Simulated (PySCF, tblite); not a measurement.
# C₁₈H₈I₄: electronic excitations, NMR shifts

Wanted: electronic excitations, NMR shifts for C₁₈H₈I₄ (`Ic1c2ccccc2c(I)c2c(I)c3ccccc3c(I)c12`).

Computed with tblite 0.8.0 and PySCF 2.14.0 and routines of our own; the level stands in each step. Atoms count from 0.

## 1. The system as given

30 atoms, charge 0, multiplicity 1; geometry from: force field, distance geometry or constructed start.

## 2. Optimising the geometry with GFN2-xTB

What the job is given:

```
{"job": {"kind": "relax", "xc": "GFN2-xTB", "basis": "xTB"}, "charge": 0, "multiplicity": 1}
I     -1.334500     2.594600     2.360300
C     -1.274300     1.222900     0.612300
C     -2.526700     0.667800     0.248300
C     -3.776200     1.349400     0.379800
C     -4.990000     0.750300     0.045600
C     -4.999500    -0.538900    -0.455300
C     -3.789600    -1.219700    -0.601700
C     -2.535800    -0.636200    -0.253300
C     -1.282500    -1.311000    -0.351300
I     -1.376200    -3.497600     0.026300
C     -0.005700    -0.660400    -0.254900
C      1.268600    -1.222300    -0.619200
I      1.336100    -2.595700    -2.356900
C      2.534200    -0.670600    -0.249900
C      3.773200    -1.340000    -0.385800
C      4.987100    -0.750900    -0.035900
C      4.996600     0.540300     0.453500
C      3.788700     1.218000     0.597300
C      2.538600     0.640700     0.257300
C      1.288000     1.309800     0.353600
I      1.371100     3.500500    -0.023200
C      0.002800     0.660700     0.252600
H     -3.809800     2.377100     0.748300
H     -5.922900     1.298400     0.153800
H     -5.931100    -1.012300    -0.732700
H     -3.844900    -2.223800    -1.018400
H      3.813900    -2.370300    -0.742400
H      5.918100    -1.302200    -0.154100
H      5.932200     1.015300     0.731600
H      3.839900     2.223300     1.024300
```

Started as:

```console
$ OMP_NUM_THREADS=2 python large_run.py task.json out
```

The driver reads the jobs from task.json and runs them one after another.

Standard output:

```text
step      E/eV     max force
  0   -1573.09276    2.296
  1   -1573.43799    0.927
  2   -1573.54954    0.636
  3   -1573.65638    0.582
  4   -1573.70238    0.535
  5   -1573.80401    0.379
  6   -1573.83004    0.345
  7   -1573.88128    0.477
  8   -1573.90765    0.381
  9   -1573.92727    0.192
 10   -1573.93403    0.123
 11   -1573.93738    0.109
 12   -1573.93907    0.077
 13   -1573.94036    0.058
 14   -1573.94163    0.062
 15   -1573.94257    0.052
 16   -1573.94300    0.041
 17   -1573.94326    0.034
 18   -1573.94357    0.033
 19   -1573.94398    0.043
 20   -1573.94436    0.036
 21   -1573.94463    0.030
 22   -1573.94482    0.022
 23   -1573.94501    0.027
 24   -1573.94517    0.020
 25   -1573.94527    0.019
```

Wall time 0.71 s (2 threads of Arm Neoverse V1, shared host); peak memory 0.18 GiB.

Along the way:

```tsv
step	energy from step 0 (eV)	largest force (eV/Å)
0	0.0000	2.2964
1	-0.3452	0.9261
2	-0.4568	0.6369
3	-0.5636	0.5825
4	-0.6096	0.5355
5	-0.7113	0.3784
6	-0.7373	0.3447
7	-0.7885	0.4762
8	-0.8149	0.3802
9	-0.8345	0.1929
10	-0.8413	0.1227
11	-0.8446	0.1093
12	-0.8463	0.0769
13	-0.8476	0.0581
15	-0.8498	0.0524
16	-0.8502	0.0413
17	-0.8505	0.0339
18	-0.8508	0.0330
19	-0.8512	0.0427
21	-0.8519	0.0301
22	-0.8521	0.0227
23	-0.8522	0.0271
24	-0.8524	0.0197
25	-0.8525	0.0191
```

Close pairs (by a distance rule), those that changed most:

```tsv
bond	before (Å)	after (Å)	change (Å)
C19–I20	2.224	2.122	-0.102
I0–C1	2.223	2.122	-0.101
C8–I9	2.221	2.122	-0.099
C11–I12	2.216	2.122	-0.094
C10–C21	1.415	1.468	+0.052
C19–C21	1.443	1.405	-0.039
C1–C21	1.441	1.405	-0.036
C10–C11	1.440	1.405	-0.035
```

The end geometry stands in the next job.

## 3. Electronic excitations: TDA wB97X-D/def2-SVP

What the job is given:

```
{"job": {"kind": "uv", "basis": "def2-SVP", "grid": 1, "kgrid": 0, "vcut": 1.5, "nstates": 6, "ntriplets": 2, "tda": true, "delta": [], "pop": true, "xc": "wB97X-D"}, "charge": 0, "multiplicity": 1}
I     -1.304722     2.641652     2.254170
C     -1.225018     1.230728     0.670938
C     -2.445573     0.677593     0.269725
C     -3.682614     1.350251     0.405640
C     -4.857969     0.761140     0.052081
C     -4.865357    -0.551969    -0.451167
C     -3.697214    -1.237815    -0.587419
C     -2.453193    -0.659234    -0.242787
C     -1.239658    -1.350774    -0.318821
I     -1.339546    -3.457397    -0.084431
C     -0.004304    -0.684782    -0.262405
C      1.224250    -1.229708    -0.670438
I      1.304251    -2.641663    -2.253027
C      2.444915    -0.676243    -0.269637
C      3.681959    -1.349217    -0.404573
C      4.857450    -0.759611    -0.051988
C      4.864639     0.553189     0.452401
C      3.696482     1.239065     0.588244
C      2.452488     0.660696     0.242688
C      1.238694     1.351815     0.319378
I      1.338462     3.458650     0.085535
C      0.003427     0.685749     0.262608
H     -3.677346     2.371089     0.756705
H     -5.786362     1.302376     0.147758
H     -5.799039    -1.009380    -0.739159
H     -3.703212    -2.231683    -1.008934
H      3.677031    -2.369871    -0.756512
H      5.785693    -1.301387    -0.146698
H      5.798333     1.010680     0.740611
H      3.702239     2.233196     1.009418
```

Method: TDA wB97X-D/def2-SVP, vertical, gas phase, core orbitals frozen in the response, virtual orbitals cut by energy.

Standard output:

```text
start: PBE on a coarse grid of 133115 points
cycle   1  E = -1846.3094724295  dE = -8.864e+01  |g| = 9.233e+00  |ddm| = 2.861e+01
cycle   2  E = -809.6212752420  dE =  1.037e+03  |g| = 4.031e+01  |ddm| = 7.230e+02
cycle   3  E = -1656.1447890338  dE = -8.465e+02  |g| = 2.289e+01  |ddm| = 6.317e+02
cycle   4  E = -1857.2508475067  dE = -2.011e+02  |g| = 6.886e+00  |ddm| = 1.488e+02
cycle   5  E = -1856.6783030646  dE =  5.725e-01  |g| = 7.348e+00  |ddm| = 4.558e+01
cycle   6  E = -1862.0911977598  dE = -5.413e+00  |g| = 5.458e+00  |ddm| = 4.129e+01
cycle   7  E = -1826.8521977692  dE =  3.524e+01  |g| = 1.029e+01  |ddm| = 6.434e+01
cycle   8  E = -1877.1170340410  dE = -5.026e+01  |g| = 2.710e+00  |ddm| = 6.309e+01
cycle   9  E = -1876.3844519053  dE =  7.326e-01  |g| = 2.715e+00  |ddm| = 6.294e+00
cycle  10  E = -1877.4179067616  dE = -1.033e+00  |g| = 2.236e+00  |ddm| = 7.929e+00
cycle  11  E = -1879.3572314066  dE = -1.939e+00  |g| = 1.443e+00  |ddm| = 6.641e+00
cycle  12  E = -1879.9745914595  dE = -6.174e-01  |g| = 5.906e-01  |ddm| = 2.962e+00
cycle  13  E = -1880.0303745659  dE = -5.578e-02  |g| = 4.206e-01  |ddm| = 1.454e+00
cycle  14  E = -1880.0716119036  dE = -4.124e-02  |g| = 2.019e-01  |ddm| = 8.477e-01
cycle  15  E = -1880.0817375705  dE = -1.013e-02  |g| = 9.308e-02  |ddm| = 4.332e-01
cycle  16  E = -1880.0838410431  dE = -2.103e-03  |g| = 4.225e-02  |ddm| = 1.955e-01
cycle  17  E = -1880.0843689201  dE = -5.279e-04  |g| = 1.343e-02  |ddm| = 7.965e-02
cycle  18  E = -1880.0844146548  dE = -4.573e-05  |g| = 4.817e-03  |ddm| = 2.633e-02
final grid: 133115 points
cycle  19  E = -1880.9904637831  dE = -1.805e-02  |g| = 4.860e-02  |ddm| = 1.477e+00
cycle  20  E = -1880.9915428395  dE = -1.079e-03  |g| = 4.059e-02  |ddm| = 2.553e-01
cycle  21  E = -1880.9920448774  dE = -5.020e-04  |g| = 1.752e-02  |ddm| = 9.962e-02
cycle  22  E = -1880.9921934294  dE = -1.486e-04  |g| = 6.990e-03  |ddm| = 4.923e-02
cycle  23  E = -1880.9922217822  dE = -2.835e-05  |g| = 1.874e-03  |ddm| = 1.747e-02
cycle  24  E = -1880.9922233504  dE = -1.568e-06  |g| = 1.110e-03  |ddm| = 8.363e-03
cycle  25  E = -1880.9922269544  dE = -3.604e-06  |g| = 4.841e-04  |ddm| = 3.591e-03
cycle  26  E = -1880.9922279304  dE = -9.760e-07  |g| = 2.506e-04  |ddm| = 1.504e-03
cycle  27  E = -1880.9922276720  dE =  2.584e-07  |g| = 7.728e-05  |ddm| = 6.619e-04
converged SCF energy = -1880.9922276720

Static polarisability (au): isotropic 336.469, principal 159.639 404.814 444.953

Singlet excitations
state   eV       nm        f      main configurations
  1   2.6368    470.2   0.30079   H->L 0.94
  2   3.2594    380.4   0.00000   H-1->L 0.95
  3   3.3392    371.3   0.02419   H-2->L 0.81, H->L+2 0.09
  4   3.4797    356.3   0.00000   H-3->L 0.92
  5   3.5739    346.9   0.00000   H->L+1 0.83
  6   3.6947    335.6   0.01159   H-4->L 0.53, H->L+2 0.27, H-2->L 0.14

Triplet excitations (Tamm-Dancoff, eV): 1.1012 2.1808
```

It took 2.4 min on 2 threads of Arm Neoverse V1, shared host; peak memory 1.4 GiB.

Frontier orbitals and where they lie:

```tsv
orbital	eV	atoms
HOMO−4	-9.13	C10 14 %, C21 14 %, C13 6 %
HOMO−3	-8.45	I9 13 %, I12 13 %, I0 12 %
HOMO−2	-8.36	I12 22 %, I9 22 %, I20 22 %
HOMO−1	-8.21	I20 20 %, I0 20 %, I9 20 %
HOMO	-7.14	C8 12 %, C1 12 %, C11 12 %
LUMO	-1.66	C11 12 %, C1 12 %, C19 12 %
LUMO+1	-0.06	C11 10 %, C1 10 %, C19 10 %
LUMO+2	0.54	C10 13 %, C21 13 %, C13 9 %
LUMO+3	0.58	I12 14 %, I20 14 %, I9 14 %
```

With each of the 6 states as a Gaussian band of 0.4 eV half-width at 1/e, the curve within the window shown has maxima at 469 nm (ε 12,000) L/(mol cm). Beyond the last state computed it falls off for lack of states. The curve at chosen wavelengths:

nm, ε (L/mol/cm) and a bar:
```
      310        334 
      322        605 #
      334        897 #
      346       1162 ##
      358       1404 ###
      370       1718 ####
      382       2284 #####
      393       3182 #######
      405       4643 ###########
      417       6507 ################
      429       8503 #####################
      441      10290 #########################
      453      11572 ############################
      465      12179 ##############################
      477      12092 ##############################
      489      11411 ############################
      501      10306 #########################
      513       8962 ######################
      525       7545 ##################
      536       6288 ###############
      548       5038 ############
      560       3954 #########
      572       3051 #######
      584       2319 #####
      596       1742 ####
      608       1295 ##
```

Further results of this job:

```tsv
property	computed
dipole moment (D)	0.00
polarisability (Å³)	49.86
HOMO–LUMO gap (eV)	5.48
−ε(HOMO) (eV)	7.14
```

## 4. NMR shifts: GIAO KT3/pcSseg-1 I:def2-SVP

Settings changed since step 3:

```diff
@@ -1,2 +1,2 @@
-{"job": {"kind": "uv", "basis": "def2-SVP", "grid": 1, "kgrid": 0, "vcut": 1.5, "nstates": 6, "ntriplets": 2, "tda": true, "delta": [], "pop": true, "xc": "wB97X-D"}, "charge": 0, "multiplicity": 1}
+{"job": {"kind": "nmr", "xc": "KT3", "basis": {"default": "pcSseg-1", "I": "def2-SVP"}, "pop": false}, "charge": 0, "multiplicity": 1}
 I     -1.304722     2.641652     2.254170
```

With the program's defaults for keys left out, this is: GIAO KT3/pcSseg-1 I:def2-SVP NMR shielding, scalar relativity only through core potentials, gas phase.

Standard output:

```text
start: PBE on a coarse grid of 133115 points
cycle   1  E = -1846.5623796609  dE = -8.829e+01  |g| = 9.260e+00  |ddm| = 3.248e+01
cycle   2  E = -816.3455613306  dE =  1.030e+03  |g| = 4.401e+01  |ddm| = 6.634e+02
cycle   3  E = -1608.4410409274  dE = -7.921e+02  |g| = 2.370e+01  |ddm| = 5.963e+02
cycle   4  E = -1822.2057629701  dE = -2.138e+02  |g| = 1.140e+01  |ddm| = 1.202e+02
cycle   5  E = -1874.4900618802  dE = -5.228e+01  |g| = 3.548e+00  |ddm| = 8.098e+01
cycle   6  E = -1861.0723763739  dE =  1.342e+01  |g| = 7.076e+00  |ddm| = 3.128e+01
cycle   7  E = -1878.6653989729  dE = -1.759e+01  |g| = 2.444e+00  |ddm| = 1.262e+01
cycle   8  E = -1878.5882932645  dE =  7.711e-02  |g| = 2.268e+00  |ddm| = 6.919e+00
cycle   9  E = -1880.3892370228  dE = -1.801e+00  |g| = 5.414e-01  |ddm| = 5.149e+00
cycle  10  E = -1880.1806438684  dE =  2.086e-01  |g| = 9.607e-01  |ddm| = 2.386e+00
cycle  11  E = -1880.4547406131  dE = -2.741e-01  |g| = 3.536e-01  |ddm| = 1.808e+00
cycle  12  E = -1880.4877349210  dE = -3.299e-02  |g| = 9.687e-02  |ddm| = 5.982e-01
cycle  13  E = -1880.4896827151  dE = -1.948e-03  |g| = 5.771e-02  |ddm| = 2.798e-01
cycle  14  E = -1880.4908783486  dE = -1.196e-03  |g| = 1.324e-02  |ddm| = 1.305e-01
cycle  15  E = -1880.4909087412  dE = -3.039e-05  |g| = 7.011e-03  |ddm| = 2.695e-02
final grid: 270942 points
cycle  16  E = -1899.9680511328  dE = -5.484e-02  |g| = 2.086e-01  |ddm| = 1.552e+00
cycle  17  E = -1899.9631466956  dE =  4.904e-03  |g| = 2.105e-01  |ddm| = 7.095e-01
cycle  18  E = -1899.9634948431  dE = -3.481e-04  |g| = 1.864e-01  |ddm| = 6.575e-01
cycle  19  E = -1899.9740281634  dE = -1.053e-02  |g| = 4.251e-02  |ddm| = 3.708e-01
cycle  20  E = -1899.9744829249  dE = -4.548e-04  |g| = 2.141e-02  |ddm| = 1.009e-01
cycle  21  E = -1899.9746178264  dE = -1.349e-04  |g| = 7.832e-03  |ddm| = 4.894e-02
cycle  22  E = -1899.9746365609  dE = -1.873e-05  |g| = 1.135e-03  |ddm| = 1.267e-02
cycle  23  E = -1899.9746380935  dE = -1.533e-06  |g| = 6.816e-04  |ddm| = 2.758e-03
cycle  24  E = -1899.9746371447  dE =  9.488e-07  |g| = 3.041e-04  |ddm| = 1.422e-03
cycle  25  E = -1899.9746355623  dE =  1.582e-06  |g| = 1.149e-04  |ddm| = 6.413e-04
cycle  26  E = -1899.9746355435  dE =  1.888e-08  |g| = 4.757e-05  |ddm| = 2.773e-04
converged SCF energy = -1899.9746355435

GIAO shielding tensors (ppm)
atom      isotropic    diamagn.    paramagn.     s11        s22        s33       span
  0 I          nan         nan         nan        nan        nan        nan        nan
  1 C       45.957     254.821    -208.864      3.741     37.124     97.006     93.265
  2 C       52.862     249.995    -197.133    -19.363     15.191    162.758    182.120
  3 C       60.829     243.003    -182.174    -28.381     52.946    157.922    186.303
  4 C       63.594     250.963    -187.369    -33.158     54.830    169.109    202.267
  5 C       63.588     250.951    -187.363    -33.181     54.834    169.109    202.290
  6 C       60.806     243.022    -182.216    -28.420     52.960    157.879    186.298
  7 C       52.834     249.991    -197.157    -19.411     15.181    162.731    182.142
  8 C       46.344     254.707    -208.363      3.804     37.781     97.447     93.643
  9 I          nan         nan         nan        nan        nan        nan        nan
 10 C       49.415     246.686    -197.272    -10.591     10.474    148.361    158.952
 11 C       46.241     254.823    -208.583      3.772     37.659     97.292     93.520
 12 I          nan         nan         nan        nan        nan        nan        nan
 13 C       52.816     249.985    -197.169    -19.448     15.149    162.747    182.195
 14 C       60.772     242.966    -182.194    -28.436     52.917    157.836    186.272
 15 C       63.570     250.954    -187.383    -33.188     54.820    169.079    202.267
 16 C       63.582     250.944    -187.362    -33.166     54.823    169.090    202.256
 17 C       60.801     242.999    -182.198    -28.406     52.952    157.858    186.264
 18 C       52.829     249.972    -197.143    -19.394     15.156    162.724    182.117
 19 C       46.340     254.689    -208.348      3.849     37.724     97.447     93.598
 20 I          nan         nan         nan        nan        nan        nan        nan
 21 C       49.407     246.697    -197.289    -10.590     10.450    148.361    158.952
 22 H       23.184      33.152      -9.968     14.962     21.508     33.081     18.119
 23 H       24.263      27.305      -3.042     19.453     25.296     28.040      8.587
 24 H       24.264      27.303      -3.039     19.458     25.289     28.046      8.588
 25 H       23.169      33.145      -9.976     14.941     21.494     33.073     18.132
 26 H       23.155      33.155     -10.000     14.899     21.492     33.073     18.175
 27 H       24.257      27.304      -3.047     19.445     25.286     28.038      8.594
 28 H       24.260      27.298      -3.039     19.450     25.288     28.041      8.591
 29 H       23.164      33.146      -9.982     14.924     21.494     33.073     18.149
```

It took 37 s on 2 threads of Arm Neoverse V1, shared host; peak memory 1.2 GiB.

Shifts follow as δ = σ(reference) − σ, with reference shieldings (ppm) from runs at the same level and on the same kind of geometry: $^{1}$H TMS 31.76, $^{13}$C TMS 184.7. The references are single molecules in the gas phase. Atoms listed in one row are averaged.

```tsv
atoms	environment	σ (ppm)	δ (ppm)
C1, C8, C11, C19	substituted aromatic carbon	46.2	138.5
C10, C21	ring-fusion aromatic carbon	49.4	135.3
C2, C7, C13, C18	ring-fusion aromatic carbon	52.8	131.9
C3, C6, C14, C17	aromatic CH	60.8	123.9
C4, C5, C15, C16	aromatic CH	63.6	121.1
H22, H25, H26, H29	hydrogen on an aromatic CH	23.17	8.59
H23, H24, H27, H28	hydrogen on an aromatic CH	24.26	7.50
```

Atoms past Kr carry core potentials, so their printed shieldings have no meaning and are left out of the table.

Ring of atoms C1, C2, C7, C8, C10, C21: NICS(0) -9.6, NICS(1) -11.4, NICS(1)zz -24.3 ppm (means of both faces).

The two faces differ (NICS(1)zz -26.9 and -21.7 ppm).

Ring of atoms C2, C3, C4, C5, C6, C7: NICS(0) -7.0, NICS(1) -9.6, NICS(1)zz -20.6 ppm (means of both faces).

## 5. Summary of results

| quantity | value |
| --- | --- |
| lowest singlet (wB97X-D/def2-SVP) | 2.64 eV (470 nm), f = 0.301 |
| lowest triplet | 1.10 eV |
| $^{13}$C shifts against TMS (KT3/def2-SVP+pcSseg-1, means over atoms taken as alike) | 138.5, 135.3, 131.9, 123.9, 121.1 ppm |
| $^{1}$H shifts against TMS (KT3/def2-SVP+pcSseg-1, means over atoms taken as alike) | 8.59, 7.50 ppm |

What this shows: The lowest singlet, at 2.64 eV, is HOMO→LUMO 0.94 and is bright. State 1 absorbs in the visible (470 nm). The lowest triplet lies 1.54 eV below the lowest singlet. Spin-orbit coupling, left out, mixes singlets and triplets in elements this heavy. C1, C8, C11, C19 stand next to heavy halogen, whose spin-orbit shielding this run leaves out, so the computed shift lies too far downfield, most of all for carbon beside Br or I. At KT3/def2-SVP+pcSseg-1: Shielding is most anisotropic at C4, C5, C15, C16 (span 202 ppm, paramagnetic term -187 ppm). NICS(1)zz of -21 ppm above the planar ring from C2 marks a diatropic (aromatic) ring current.
